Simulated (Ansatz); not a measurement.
# GaCo: the cost of one run

Computed with Ansatz 0.2.0 (DFT PBE, scalar-relativistic, unless a step's input says otherwise).

## Step 1: The system as given

It takes space group Pm-3m (No. 221, cubic). Conventional cell: a = 2.883 Å, b = 2.883 Å, c = 2.883 Å, α = 90.00°, β = 90.00°, γ = 90.00°. Ga (site symmetry m-3m) has 8 Co at 2.50 Å as nearest neighbours. Co (site symmetry m-3m) has 8 Ga at 2.50 Å as nearest neighbours.

Coordinates:

```cif
data_structure
_symmetry_space_group_name_H-M 'Pm-3m'
_symmetry_Int_Tables_number 221
_cell_length_a 2.8831
_cell_length_b 2.8831
_cell_length_c 2.8831
_cell_angle_alpha 90.000
_cell_angle_beta 90.000
_cell_angle_gamma 90.000
_cell_volume 23.97
loop_
_atom_site_label
_atom_site_type_symbol
_atom_site_symmetry_multiplicity
_atom_site_Wyckoff_symbol
_atom_site_fract_x
_atom_site_fract_y
_atom_site_fract_z
_atom_site_occupancy
Ga1 Ga 1 b 0.50000 0.50000 0.50000 1
Co1 Co 1 a 0.00000 0.00000 0.00000 1
```

The file gives the conventional cell by its symmetry; the runs use the cell typed in the input.

The structure is an experimental refinement, used without relaxation.

Atoms are numbered in the order of the input: Ga1, Co2.

## Step 2: Volume × 0.9405, LAPW

input.yaml

```yaml
crystal:
  lattice:
    - [2.8247453739, 0.0, 0.0]
    - [0.0, 2.8247453739, 0.0]
    - [0.0, 0.0, 2.8247453739]
  atoms:
    - { symbol: Ga, position: [0.5, 0.5, 0.5] }
    - { symbol: Co, position: [0.0, 0.0, 0.0], spin: 2.0 }
magnetization:
  spin_polarized: true
kpoints:
  mp_grid: { grid: [11, 11, 11] }
scf:
  occupations: { method: fermi_dirac, width: 0.03 }
hamiltonian:
  xc: pbe
  pseudopotentials: { kind: all_electron, lapw: { basis_error: 0.001 } }
output:
  forces: true
  stress: true
  eigenvalues: true
```

Started as:

```sh
> ansatz run input.yaml --threads 1 --pin off --max-ram 3072MiB --backend cpu --events-out ev --progress --plain --runs-dir out
```

Q: Estimate wall time and peak memory on 1 thread of Intel Xeon Platinum 8559C (Emerald Rapids), shared host.

About 22 s, with a peak of 0.53 GiB.
